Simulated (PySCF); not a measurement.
**PmH3: stationary points from several starts**

Aim: find the stationary points of PmH3 from trigonal planar, trigonal pyramidal and T-shaped starts in the valence singlet state, tell minima from saddle points, and describe the lowest.

Program: PySCF 2.14.0. Level of theory: PBE0, basis Pm lcecp-1-TZVP with ECP50, H def2-TZVP, scalar-relativistic core potentials, no spin–orbit coupling, density fitting. These are calculated values, not measurements.

### Step 1. The system as given

4 atoms, charge 0, spin multiplicity 1.

Bond lengths: Pm1–H2 2.050 Å, Pm1–H3 2.050 Å, Pm1–H4 2.050 Å. Angles: H2–Pm1–H3 120.0°, H2–Pm1–H4 120.0°, H3–Pm1–H4 120.0°.

```xyz
4
charge 0 multiplicity 1
Pm    0.0000    0.0000    0.0000
H     2.0500    0.0000    0.0000
H    -1.0250    1.7754    0.0000
H    -1.0250   -1.7754    0.0000
```

### Step 2. First SCF at the start

One driver script runs all steps and calls PySCF; scf.py shows how it sets up the SCF of each step. The optimiser is the driver's own. After this first run the driver tries any further starts and a stability analysis.

File scf.py:

```python
from pyscf import gto, scf, dft
mol = gto.M(atom='''
Pm     0.000000     0.000000     0.000000
H      2.050000     0.000000     0.000000
H     -1.025000     1.775400     0.000000
H     -1.025000    -1.775400     0.000000''',
    basis={'Pm': 'lcecp-1-TZVP', 'H': 'def2-TZVP'},
    ecp={'Pm': 'lcecp-1-TZVP'},
    charge=0, spin=0)
mf = dft.RKS(mol, xc='PBE0')
mf.grids.atom_grid = (50, 194)
aux = {'Pm': 'AutoAux', 'H': 'def2-universal-JKFIT'}  # AutoAux: made from the orbital basis by basis_set_exchange (get_aux=1)
mf = mf.density_fit(auxbasis=aux)
mf.conv_tol = 1e-08
mf.diis_space = 10
mf.max_cycle = 60
mf.verbose = 4
# dm0: spherical densities of the free atoms in this basis, scaled to the electron count
mf.kernel(dm0)
```

Command:

```sh
> OMP_NUM_THREADS=2 python axn.py task.json out
```

After this run come: Relaxing the valence singlet from the trigonal planar start; Hessian and properties; Downhill along the imaginary mode; Vibrations and properties at this point; Trigonal pyramidal start, valence singlet: relaxation; Relaxation: T-shaped start, valence singlet.

What does the calculation give? Wanted: lowest minimum; geometry; wavenumbers; dipole moment; highest occupied, lowest empty level; polar-tensor charge of Pm1; zero-point energy.

As calculated:

```
                            quantity                                        value
                      lowest minimum  valence singlet (4f shell in the core), C3v
                            geometry        Pm–H 2.048 Å (×3); H–Pm–H 111.2° (×3)
                  wavenumbers (cm⁻¹)       311 (a1), 531 (e), 1401 (e), 1469 (a1)
                       dipole moment                                       4.65 D
highest occupied, lowest empty level                              -6.85, -2.00 eV
          polar-tensor charge of Pm1                                      +1.63 e
                   zero-point energy                                  33.8 kJ/mol
                 entropy at 298.15 K                              247.6 J/(mol K)
```

What this shows: The lowest minimum found is the valence singlet (4f shell in the core) of C3v symmetry. In the infrared the band at 1401 cm⁻¹ (e, stretch) leads. A search over typed starts can miss a lower isomer. The 4f shell sits in the core potential, so its spin is not counted. Spin–orbit coupling is left out.
